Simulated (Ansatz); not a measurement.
# LuGaAs2: the cost of one run

Method: plane waves, PAW, in Ansatz 0.2.0.

3 further runs of the same task are left out: 3 that didn't finish. Runs told in other sessions of the task aren't counted.

## Step 1: The starting structure

Symmetry: R-3m, No. 166, trigonal system. Conventional cell: a = 3.901 Å, b = 3.901 Å, c = 19.268 Å, α = 90.00°, β = 90.00°, γ = 120.00°. Around Ga (site symmetry -3m) lie 6 As at 2.69 Å. Lu (site symmetry -3m) is surrounded by 6 As at 2.84 Å. Around As (site symmetry 3m) lie 3 Ga at 2.69 Å and 3 Lu at 2.84 Å.

Coordinates:

```xyz
4
Lattice="1.9503 1.1260 6.4227 -1.9503 1.1260 6.4227 0.0000 -2.2520 6.4227" Properties=species:S:1:pos:R:3 pbc="T T T"
Ga    1.9503    1.1260    6.4227
Lu    0.0000    0.0000    9.6341
As    0.0000    0.0000    4.9436
As    0.0000    0.0000   14.3246
```

The cell was relaxed beforehand with r2SCAN; those runs aren't shown. No run includes spin-orbit coupling, which matters for Lu.

## Step 2: PBE, anion s p, 6×6×6

Input file input.yaml:

```yaml
crystal:
  lattice:
    - [1.9502578532, 1.1259818965, 6.4227395599]
    - [-1.9502578532, 1.1259818965, 6.4227395599]
    - [0.0, -2.2519637931, 6.4227395599]
  atoms:
    - { symbol: Ga, position: [1.0, 0.0, 0.0] }
    - { symbol: Lu, position: [0.5, 0.5, 0.5] }
    - { symbol: As, position: [0.2565666123, 0.2565666123, 0.2565666123] }
    - { symbol: As, position: [0.7434333877, 0.7434333877, 0.7434333877] }
kpoints:
  mp_grid: { grid: [6, 6, 6] }
  band_path:
    path:
      - [[0.0, 0.0, 0.0], [0.5, 0.5, 0.5], [0.8128438534928, 0.1871561465072, 0.5]]
      - [[0.5, -0.1871561465072, 0.1871561465072], [0.5, -1.587002164032e-17, 1.254879642025e-16], [0.0, 0.0, 0.0], [0.3435780732536, -0.3435780732536, -9.561481075348e-18]]
      - [[0.6564219267464, -3.174004328065e-17, 0.3435780732536], [0.5, 3.893894964076e-17, 0.5], [0.0, 0.0, 0.0]]
    npoints: 10
hamiltonian:
  xc: pbe
scf:
  occupations: { method: fermi_dirac, width: 0.02 }
  n_extra_bands: 6
output:
  forces: false
  stress: false
  eigenvalues: true
  wannier:
    kmesh: [6, 6, 6]
    projections: [{ species: As, l: s, shell: 4 }, { species: As, l: p, shell: 4 }]
    minimise: true
    write_hr: true
    conv_tol: 1.0e-08
    max_iter: 3000
```

Launch:

```console
$ ansatz run input.yaml --threads 4 --pin off --max-ram 3686MiB --backend cpu --events-out ev --progress --plain --runs-dir out
```

Q: Estimate wall time and peak memory on 4 threads of Arm Neoverse V2, shared host.

About 7.5 s, with a peak of 0.58 GiB.
